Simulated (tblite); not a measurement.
# O13Zn13 ((3,3) ZnO nanotube piece): the cost of one run

Programs: tblite 0.8.0 and PySCF 2.14.0, with routines of our own; each step states its level. All values are computed. Atoms count from 0.

## 1. The starting structure

26 atoms, charge 0, multiplicity 1; geometry from: force field, distance geometry or constructed start.

## 2. Optimising the geometry with GFN2-xTB

Job settings and geometry (Å):

```
{"job": {"kind": "relax", "xc": "GFN2-xTB", "basis": "xTB"}, "charge": 0, "multiplicity": 1}
Zn     2.545300    -0.069200    -3.804400
O      1.899600     1.687200    -3.809700
Zn     1.182800     2.290700    -2.153900
O     -0.659100     2.621200    -2.161100
O     -2.747300     0.863600    -0.503600
Zn    -2.914000    -0.067900    -2.157500
O     -2.272900    -1.817600    -2.158200
O      0.291600    -2.748800    -0.505500
Zn     1.180300    -2.429900    -2.155300
O      2.373300    -1.000400    -2.153300
Zn     2.538300    -0.068600    -0.509100
O      1.900300     1.682600    -0.507000
Zn     1.174200     2.293700     1.145800
O     -0.656200     2.616200     1.138100
Zn    -1.550100     2.298100    -0.506800
O     -2.748200     0.865400     2.795000
Zn    -2.910300    -0.065500     1.141700
O     -2.274100    -1.822700     1.139800
Zn    -1.548500    -2.426000    -0.504500
O      0.291000    -2.750600     2.791400
Zn     1.175300    -2.424000     1.142300
O      2.375200    -0.998100     1.140600
Zn     2.543800    -0.062800     2.795300
O      1.898600     1.680300     2.787200
Zn    -1.547400     2.295600     2.789600
Zn    -1.554000    -2.428700     2.791200
```

Launch:

```bash
$ OMP_NUM_THREADS=4 python large_run.py task.json out
```

One launch serves the whole session: the jobs run in the order shown.

**Question.** How long does this first job take on 4 threads of Intel Xeon at 2.50GHz, shared host, and how much memory does it need?

About 33 s, with a peak of 0.16 GiB.
